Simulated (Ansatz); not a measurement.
# ZrNH+ (sextet): from Hartree-Fock to the top rungs, def2-QZVPP

An exercise on one series of results from a longer session: the logs are not shown, and one member is left open.

The runs use Ansatz 0.2.0, Gaussian basis; def2-QZVPP, core rule «outside noble gas», up to 5 orbitals frozen.

Plan: UHF; ROHF; CCSD(T) on UHF.

### The system

The geometry is a PBE0/def2-TZVP stationary point (not a proven minimum) of the parent state, kept for this charge and spin. No spin-orbit coupling is included. Elements past krypton take def2 core potentials.

3 atoms, charge 1, spin multiplicity 6.

Atoms are counted from 1 here; the program's logs count them from 0.

Bond lengths: Zr1–N2 1.930 Å, N2–H3 1.019 Å. Angles: Zr1–N2–H3 180.0°.

The first run:

in.yaml

```yaml
crystal:
  periodic: [false, false, false]
  atoms:
    - {symbol: Zr, position_ang: [0.000000, 0.000000, 1.626338]}
    - {symbol: N, position_ang: [0.000000, 0.000000, -0.303487]}
    - {symbol: H, position_ang: [0.000000, 0.000000, -1.322851]}
basis:
  gaussian: {orbitals: "def2-QZVPP.json"}
total_charge: 1
magnetization: {spin_polarized: true, initial_magnetization: 5}
hamiltonian: {xc: hf}
output: {orbitals: {seedname: orbitals}}
```

Run with:

```sh
> ansatz run in.yaml --threads 1 --pin off --events-out ev --progress --plain --max-ram 4096MiB --backend cpu
```

Steps of the session up to this table: UHF; ROHF; CCSD(T) on UHF.

One of the session's tables, all rows but one given; the rest of the session is left out.

| method | from UCCSD(T) (kcal/mol) |
| --- | --- |
| ROHF | ? |
| UHF | +125.48 |
| UMP2 | +17.23 |
| UCCSD | +3.51 |
| UCCSD(T) | 0 |

**Question.** Estimate the row for ROHF.

As computed: from UCCSD(T) (kcal/mol): +133.06. In the column «from UCCSD(T) (kcal/mol)» it is the highest.
